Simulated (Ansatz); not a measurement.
# CuSiH₃+ (quartet): wave-function methods side by side, def2-SVP

One table from this session's results is given with a row withheld; the runs are named, their logs left out.

Program: Ansatz 0.2.0, Gaussian basis. Level of theory: def2-SVP, core rule «outside noble gas», up to 14 orbitals frozen. These are calculated values, not measurements.

Plan: UHF; CCSD(T) on ROHF; CCSD(T) on UHF; CISD; CCSDT(Q) on ROHF; CCSDT(Q) on UHF; CASSCF and NEVPT2, 17 electrons in 13 orbitals.

2 further runs of the same task are left out: 2 set aside as unsound or not needed.

**What is computed**

The geometry is a PBE0/def2-TZVP stationary point (not a proven minimum) of the parent state, kept for this charge and spin.

5 atoms, charge 1, spin multiplicity 4.

Atoms are counted from 1 here; the program's logs count them from 0.

Bond lengths: Cu1–Si2 2.438 Å, Si2–H3 1.478 Å, Si2–H4 1.478 Å, Si2–H5 1.478 Å. Angles: Cu1–Si2–H3 99.6°, Cu1–Si2–H4 99.6°, Cu1–Si2–H5 99.6°, H3–Si2–H4 117.3°, H3–Si2–H5 117.3°, H4–Si2–H5 117.3°.

Geometry (Å):

```xyz
5
CuH3Si
Cu   -0.8090    0.0053    0.0038
Si    1.6287   -0.0107   -0.0076
H     1.8646   -1.4700   -0.0034
H     1.8849    0.7211    1.2510
H     1.8731    0.7119   -1.2738
```

Set-up of the first run:

Contents of in.yaml:

```yaml
crystal:
  periodic: [false, false, false]
  atoms:
    - {symbol: Cu, position_ang: [-0.809016, 0.005331, 0.003761]}
    - {symbol: Si, position_ang: [1.628685, -0.010731, -0.007572]}
    - {symbol: H, position_ang: [1.864638, -1.470038, -0.003379]}
    - {symbol: H, position_ang: [1.884907, 0.721076, 1.251029]}
    - {symbol: H, position_ang: [1.873108, 0.711914, -1.273790]}
basis:
  gaussian: {orbitals: def2-SVP}
total_charge: 1
magnetization: {spin_polarized: true, initial_magnetization: 3}
hamiltonian: {xc: hf}
output: {orbitals: {seedname: orbitals}}
```

Launch:

```sh
ansatz run in.yaml --threads 1 --pin off --events-out ev --progress --plain --max-ram 4096MiB --backend cpu
```

Among the steps run: UHF; CCSD(T) on ROHF; CCSD(T) on UHF; CISD; CCSDT(Q) on ROHF; CCSDT(Q) on UHF; CASSCF and NEVPT2, 17 electrons in 13 orbitals.

One table of the session follows, with a row left open; its other results are not shown here.

It belongs to the step «Misses and costs». 

```
        method  from RCCSDT(Q) (meV)
          ROHF               +8546.7
           UHF               +8443.4
          RMP2                +788.6
          UMP2                +731.2
          CISD                +854.8
         RCCSD                +239.4
         UCCSD                +188.3
      RCCSD(T)                  -7.4
      UCCSD(T)                 -57.8
        RCCSDT                 -21.5
        UCCSDT                     ?
     RCCSDT(Q)                     0
     UCCSDT(Q)                 -53.1
CASSCF valence               +7330.5
NEVPT2 valence               +1400.2
```

Estimate the missing values for UCCSDT.

The run gave: from RCCSDT(Q) (meV): -71.6. In the column «from RCCSDT(Q) (meV)» it is the lowest.

Caveats from the session: Restricted and unrestricted rows rest on different reference determinants; where their highest levels disagree by more than a few hundredths of an eV, they describe different states and don't form one ladder.
